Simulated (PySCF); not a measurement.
# ZrOCl₂: singlet, from a T-shaped (ligand arrangement 2) start

The task is one start of a wider search on ZrOCl₂: the singlet, from a T-shaped (ligand arrangement 2) start. It is relaxed, tested by its Hessian and followed downhill if it is a saddle.

Program: PySCF 2.14.0. Level of theory: PBE0, basis Zr def2-SVP with ECP28, O def2-SVP, Cl def2-SVP, scalar-relativistic core potentials, no spin–orbit coupling, density fitting. These are calculated values, not measurements.

### Step 1. Where the work starts

4 atoms, charge 0, spin multiplicity 1.

Bond lengths: Zr1–O2 1.840 Å, Zr1–Cl3 2.530 Å, Zr1–Cl4 2.530 Å. Angles: O2–Zr1–Cl3 88.0°, O2–Zr1–Cl4 88.0°, Cl3–Zr1–Cl4 176.0°.

```xyz
4
charge 0 multiplicity 1
Zr    0.0000    0.0000    0.0000
O     0.0000    0.0000    1.8400
Cl    2.5285    0.0000    0.0883
Cl   -2.5285    0.0000    0.0883
```

### Step 2. Finding the electronic state

One driver script runs all steps and calls PySCF; scf.py shows how it sets up the SCF of each step. The optimiser is the driver's own. After this first run the driver tries any further starts and a stability analysis.

scf.py

```python
from pyscf import gto, scf, dft
mol = gto.M(atom='''
Zr     0.000000     0.000000     0.000000
O      0.000000     0.000000     1.840000
Cl     2.528500     0.000000     0.088300
Cl    -2.528500     0.000000     0.088300''',
    basis={'Zr': 'def2-SVP', 'O': 'def2-SVP', 'Cl': 'def2-SVP'},
    ecp={'Zr': 'def2-SVP'},
    charge=0, spin=0)
mf = dft.RKS(mol, xc='PBE0')
mf.grids.atom_grid = (50, 194)
aux = {'Zr': 'def2-universal-JKFIT', 'O': 'def2-universal-JKFIT', 'Cl': 'def2-universal-JKFIT'}
mf = mf.density_fit(auxbasis=aux)
mf.conv_tol = 1e-08
mf.diis_space = 10
mf.max_cycle = 60
mf.init_guess = 'minao'
mf.verbose = 4
mf.kernel()
```

On the command line:

```sh
$ OMP_NUM_THREADS=2 python axn.py task.json out
```

The program printed:

```text
init E= -1035.77948702939
  HOMO = -0.524720803945685  LUMO = -0.435220134016217  gap/eV = 2.43544
cycle= 1 E= -1041.82085923852  delta_E= -6.04  |g|= 0.969  |ddm|=    4
  HOMO = -0.0647399676018365  LUMO = -0.060024793020537  gap/eV = 0.12831
cycle= 2 E= -1038.08893131551  delta_E= 3.73  |g|= 3.37  |ddm|= 3.41
  HOMO = -0.287264708489246  LUMO = -0.0786976799830654  gap/eV = 5.67540
cycle= 3 E= -1041.88416430997  delta_E= -3.8  |g|= 0.778  |ddm|= 3.04
  HOMO = -0.286647191879258  LUMO = -0.179597939637333  gap/eV = 2.91296
cycle= 4 E= -1042.04433192017  delta_E= -0.16  |g|= 0.318  |ddm|= 1.05
  HOMO = -0.291390223804299  LUMO = -0.152094272938165  gap/eV = 3.79044
cycle= 5 E= -1042.06774126668  delta_E= -0.0234  |g|= 0.117  |ddm|= 0.334
  HOMO = -0.287630933945904  LUMO = -0.148815899516748  gap/eV = 3.77735
cycle= 6 E= -1042.07013349322  delta_E= -0.00239  |g|= 0.0621  |ddm|= 0.0858
  HOMO = -0.290781860020963  LUMO = -0.147516176847176  gap/eV = 3.89846
cycle= 7 E= -1042.07093548434  delta_E= -0.000802  |g|= 0.0204  |ddm|= 0.0351
  HOMO = -0.291623466546361  LUMO = -0.14771700887281  gap/eV = 3.91589
cycle= 8 E= -1042.07102228081  delta_E= -8.68e-05  |g|= 0.00113  |ddm|= 0.0133
  HOMO = -0.291604676838951  LUMO = -0.147758059792061  gap/eV = 3.91427
cycle= 9 E= -1042.07102258325  delta_E= -3.02e-07  |g|= 0.0003  |ddm|= 0.00129
  HOMO = -0.291609038248268  LUMO = -0.147752572700348  gap/eV = 3.91453
cycle= 10 E= -1042.07102260784  delta_E= -2.46e-08  |g|= 9.86e-05  |ddm|= 0.000339
  HOMO = -0.291605846135204  LUMO = -0.147754785904489  gap/eV = 3.91439
cycle= 11 E= -1042.0710226102  delta_E= -2.36e-09  |g|= 2.96e-05  |ddm|= 9.25e-05
  HOMO = -0.291600850062148  LUMO = -0.147755596971884  gap/eV = 3.91423
Extra cycle  E= -1042.07102260763  delta_E= 2.57e-09  |g|= 0.000115  |ddm|= 9.12e-05
converged SCF energy = -1042.07102260763
```

This step, with its further starts and checks, needed 5.9 s of wall time on 2 threads of Arm Neoverse V2, shared host.

Energies from each starting density:

```
                      start   energy (Eh)
    the minimal-basis guess  -1042.071023
a thermally smeared density  -1042.071023
      a smeared PBE density  -1042.071023
```

The test of internal stability and the other starts found no lower closed-shell solution.

### Step 3. Relaxation: T-shaped (ligand arrangement 2) start, singlet

The program finds C2v symmetry in the start, which this walk keeps. The walk stops when the largest gradient is under 0.0003 Eh/bohr and the energy has settled too.

scf.py: that of step 2 with these lines changed.

```diff
@@ -3,4 +3,4 @@
-Zr     0.000000     0.000000     0.000000
-O      0.000000     0.000000     1.840000
-Cl     2.528500     0.000000     0.088300
-Cl    -2.528500     0.000000     0.088300''',
+Zr     0.000000     0.000000    -0.202495
+O      0.000000     0.000000     1.637505
+Cl     2.528500     0.000000    -0.114195
+Cl    -2.528500     0.000000    -0.114195''',
@@ -17 +16,0 @@
-mf.init_guess = 'minao'
```

Steps of the walk:

```
step   energy (Eh)  change (kJ/mol)  largest symmetric gradient (Eh/bohr)
   0  -1042.071023             0.00                               0.14063
   1  -1042.103327           -84.81                               0.01652
   2  -1042.114816          -114.98                               0.02787
   3  -1042.125732          -143.64                               0.01047
   4  -1042.130025          -154.91                               0.00787
   5  -1042.131067          -157.65                               0.00175
   6  -1042.131136          -157.83                               0.00024
   7  -1042.131136          -157.83                               0.00002
```

The walk took 14 s.

Positions (Å) and forces (eV/Å) along the way:

```
step 0
Zr   0.000   0.000  -0.202   0.000   0.000   7.232
O    0.000   0.000   1.638   0.000   0.000  -5.366
Cl   2.529   0.000  -0.114  -1.413   0.000  -0.933
Cl  -2.529   0.000  -0.114   1.413   0.000  -0.933
step 1
Zr   0.000   0.000  -0.059   0.000   0.000   0.639
O    0.000   0.000   1.631   0.000   0.000   0.691
Cl   2.470   0.000  -0.183  -0.850   0.000  -0.665
Cl  -2.470   0.000  -0.183   0.850   0.000  -0.665
step 4
Zr   0.000   0.000   0.310   0.000   0.000  -0.044
O    0.000   0.000   2.030   0.000   0.000  -0.011
Cl   2.251   0.000  -0.567  -0.405   0.000   0.027
Cl  -2.251   0.000  -0.567   0.405   0.000   0.027
step 7
Zr   0.000   0.000   0.372   0.000   0.000   0.001
O    0.000   0.000   2.097   0.000   0.000   0.000
Cl   2.164   0.000  -0.631   0.001   0.000  -0.001
Cl  -2.164   0.000  -0.631  -0.001   0.000  -0.001
```

It settles in C2v symmetry, 157.8 kJ/mol below the start, after 7 steps: Zr–Cl 2.385 Å (×2), Zr–O 1.725 Å; Cl–Zr–Cl 130.2°, Cl–Zr–O 114.9° (×2).

### Step 4. Vibrations and properties at this point

The point is checked on the finer grid, and tightened if its gradient asks for it. The Hessian and the dipole derivatives come from central differences of analytic gradients, with steps of 0.02 bohr.

scf.py: that of step 3 with these lines changed.

```diff
@@ -3,4 +3,4 @@
-Zr     0.000000     0.000000    -0.202495
-O      0.000000     0.000000     1.637505
-Cl     2.528500     0.000000    -0.114195
-Cl    -2.528500     0.000000    -0.114195''',
+Zr     0.000000     0.000000     0.250251
+O      0.000000     0.000000     1.975260
+Cl     2.156566     0.000000    -0.769338
+Cl    -2.156566     0.000000    -0.769338''',
@@ -11 +11 @@
-mf.grids.atom_grid = (50, 194)
+mf.grids.atom_grid = (75, 302)
@@ -14 +14 @@
-mf.conv_tol = 1e-08
+mf.conv_tol = 1e-10
```

This SCF starts from the last density.

SCF at the final geometry:

```text
init E= -1042.13106563756
  HOMO = -0.333115708091146  LUMO = -0.130152978613232  gap/eV = 5.52290
cycle= 1 E= -1042.13106563756  delta_E= 5e-12  |g|= 6.78e-06  |ddm|= 1.12e-05
  HOMO = -0.333114985463753  LUMO = -0.130152003440919  gap/eV = 5.52290
Extra cycle  E= -1042.13106563752  delta_E= 3.68e-11  |g|= 1.46e-05  |ddm|= 1.83e-05
converged SCF energy = -1042.13106563752
```

The whole step took 31 s.

Geometry: C2v; Zr–Cl 2.385 Å (×2), Zr–O 1.725 Å; Cl–Zr–Cl 129.4°, Cl–Zr–O 115.3° (×2).

Modes, for the most abundant isotopes:

| symmetry | ω (cm⁻¹) | IR (km/mol) |
| --- | --- | --- |
| b1 | 46i | 72.6 |
| a1 | 95 | 5.3 |
| b2 | 190 | 2.4 |
| a1 | 363 | 21.8 |
| b2 | 432 | 141 |
| a1 | 1001 | 225 |

With 1 mode imaginary (up to 46i cm⁻¹) this point is a saddle.

Constants and moments:

```
Dipole moment                                                   : 1.26 D
Highest occupied level                                          : -9.06 eV
Lowest empty level                                              : -3.54 eV
Rotational constants                                            : 0.154, 0.05183, 0.03878 cm⁻¹
Zero-point energy (real modes)                                  : 12.4 kJ/mol
Principal polarisabilities                                      : 33.8, 53.9, 65.6 bohr³
Atomisation energy without zero-point energy                    : 1731 kJ/mol
Principal traceless quadrupole moments about the centre of mass : -8.59, -6.95, 15.54 D Å
```

Charges (e) and bond orders:

| atom | Mulliken | Löwdin | polar tensor | Mayer order to Zr1 |
| --- | --- | --- | --- | --- |
| Zr1 | 0.92 | 0.05 | 2.24 | – |
| O2 | -0.31 | -0.15 | -0.93 | 2.38 |
| Cl3,4 | -0.30 | 0.05 | -0.65 | 1.17 |

Outer orbital energies (eV). occupied: -10.86, -10.32, -10.20, -9.86, -9.54, -9.51, -9.11, -9.06; empty: -3.54, -2.61, -1.29, 0.07.

Mulliken populations on Zr1 (outside its core potential): s 2.22, p 6.42, d 2.32, f 0.12.

### Step 5. Following the imaginary mode

The start is the last point, displaced along its most imaginary mode.

The program finds Cs symmetry in the start, which this walk keeps.

scf.py: that of step 4 with these lines changed.

```diff
@@ -3,4 +3,4 @@
-Zr     0.000000     0.000000     0.250251
-O      0.000000     0.000000     1.975260
-Cl     2.156566     0.000000    -0.769338
-Cl    -2.156566     0.000000    -0.769338''',
+Zr    -0.000000    -0.119727     0.248618
+O      0.000000     0.250000     1.973627
+Cl     2.156566     0.096733    -0.770971
+Cl    -2.156566     0.096733    -0.770971''',
@@ -11 +11 @@
-mf.grids.atom_grid = (75, 302)
+mf.grids.atom_grid = (50, 194)
@@ -14 +14 @@
-mf.conv_tol = 1e-10
+mf.conv_tol = 1e-08
```

Steps of the walk:

```
step   energy (Eh)  change (kJ/mol)  largest symmetric gradient (Eh/bohr)
   0  -1042.129707             0.00                               0.03547
   1  -1042.131230            -4.00                               0.00507
   2  -1042.131280            -4.13                               0.00060
   3  -1042.131323            -4.24                               0.00365
   4  -1042.131350            -4.31                               0.00751
   5  -1042.131404            -4.46                               0.00353
   6  -1042.131435            -4.54                               0.00090
   7  -1042.131442            -4.56                               0.00006
```

The walk took 13 s.

After 7 steps and 4.6 kJ/mol it ends at Cs: Zr–Cl 2.378 Å (×2), Zr–O 1.725 Å; Cl–Zr–Cl 122.6°, Cl–Zr–O 113.6° (×2).

### Step 6. Vibrations and properties at this point

The same treatment as at the point before.

scf.py: that of step 5 with these lines changed.

```diff
@@ -3,4 +3,4 @@
-Zr    -0.000000    -0.119727     0.248618
-O      0.000000     0.250000     1.973627
-Cl     2.156566     0.096733    -0.770971
-Cl    -2.156566     0.096733    -0.770971''',
+Zr    -0.000000    -0.155247     0.268381
+O      0.000000     0.301534     1.931205
+Cl     2.105847     0.150325    -0.796714
+Cl    -2.105847     0.150325    -0.796714''',
@@ -11 +11 @@
-mf.grids.atom_grid = (50, 194)
+mf.grids.atom_grid = (75, 302)
@@ -14 +14 @@
-mf.conv_tol = 1e-08
+mf.conv_tol = 1e-10
```

SCF at the final geometry:

```text
init E= -1042.13140553996
  HOMO = -0.330696473917057  LUMO = -0.127227832636976  gap/eV = 5.53666
cycle= 1 E= -1042.13140553995  delta_E= 1.05e-11  |g|= 9.06e-06  |ddm|= 1.82e-05
  HOMO = -0.330696658597485  LUMO = -0.127225473231327  gap/eV = 5.53673
Extra cycle  E= -1042.13140553991  delta_E= 3.89e-11  |g|= 1.54e-05  |ddm|= 2.82e-05
converged SCF energy = -1042.13140553991
```

The whole step needed 38 s of wall time on 2 threads of Arm Neoverse V2, shared host.

Geometry: Cs; Zr–Cl 2.380 Å (×2), Zr–O 1.724 Å; Cl–Zr–Cl 124.5°, Cl–Zr–O 113.4° (×2).

Harmonic modes (main isotopes):

| symmetry | ω (cm⁻¹) | IR (km/mol) |
| --- | --- | --- |
| a' | 60 | 49.9 |
| a' | 107 | 15.4 |
| a'' | 198 | 2.8 |
| a' | 369 | 27.4 |
| a'' | 428 | 136 |
| a' | 1002 | 219 |

No imaginary mode, so this is a minimum.

Properties at this point:

| Item | Value |
| --- | --- |
| Dipole moment | 3.02 D |
| Highest occupied level | -9.00 eV |
| Lowest empty level | -3.46 eV |
| Rotational constants | 0.1457, 0.05347, 0.04007 cm⁻¹ |
| Zero-point energy | 12.9 kJ/mol |
| Principal polarisabilities | 34.0, 54.1, 65.0 bohr³ |
| Atomisation energy without zero-point energy | 1732 kJ/mol |
| Principal traceless quadrupole moments about the centre of mass | -8.05, -7.27, 15.31 D Å |
| Entropy at 298.15 K and 1 bar | 340.7 J/(mol K) |
| Heat capacity Cp at 298.15 K | 71.2 J/(mol K) |
| Enthalpy at 298.15 K above 0 K | 17.16 kJ/mol |
| Rotational symmetry number | 1 |

Populations by atom (charges in e):

| atom | Mulliken | Löwdin | polar tensor | Mayer order to Zr1 |
| --- | --- | --- | --- | --- |
| Zr1 | 0.91 | 0.04 | 2.19 | – |
| O2 | -0.31 | -0.15 | -0.92 | 2.37 |
| Cl3,4 | -0.30 | 0.05 | -0.64 | 1.17 |

Mulliken populations on Zr1 (outside its core potential): s 2.23, p 6.41, d 2.33, f 0.12.

### Step 7. Stability of the closed shell

At the lowest minimum the closed shell is tested against spin polarisation, on the (50, 194) grid. It is stable.

### Step 8. All stationary points

| spin | group | bonds | imaginary modes (cm⁻¹) | ΔE (kJ/mol) | with zero-point energy |
| --- | --- | --- | --- | --- | --- |
| singlet | Cs | Zr–Cl 2.380 Å (×2), Zr–O 1.724 Å | none | 0.0 | 0.0 |
| singlet | C2v | Zr–Cl 2.385 Å (×2), Zr–O 1.725 Å | 46i | 0.9 | – |

### Step 9. What came out

| quantity | value |
| --- | --- |
| minimum | singlet, Cs |
| geometry | Zr–Cl 2.380 Å (×2), Zr–O 1.724 Å; Cl–Zr–Cl 124.5°, Cl–Zr–O 113.4° (×2) |
| wavenumbers (cm⁻¹) | 60 (a'), 107 (a'), 198 (a''), 369 (a'), 428 (a''), 1002 (a') |
| dipole moment | 3.02 D |
| highest occupied, lowest empty level | -9.00, -3.46 eV |
| polar-tensor charge of Zr1 | +2.19 e |
| zero-point energy | 12.9 kJ/mol |
| entropy at 298.15 K | 340.7 J/(mol K) |
| atomisation energy (no zero-point energy) | 1732 kJ/mol |

**Reading.** From C2v at the start the molecule goes to a Cs minimum, after a stop at a saddle point 0.9 kJ/mol higher, from which it was pushed off along an imaginary mode. In the infrared the band at 1002 cm⁻¹ (a', stretch) leads. Only this shape and spin were tried, so other structures or states may lie lower.

The search up to here took 1.7 min.
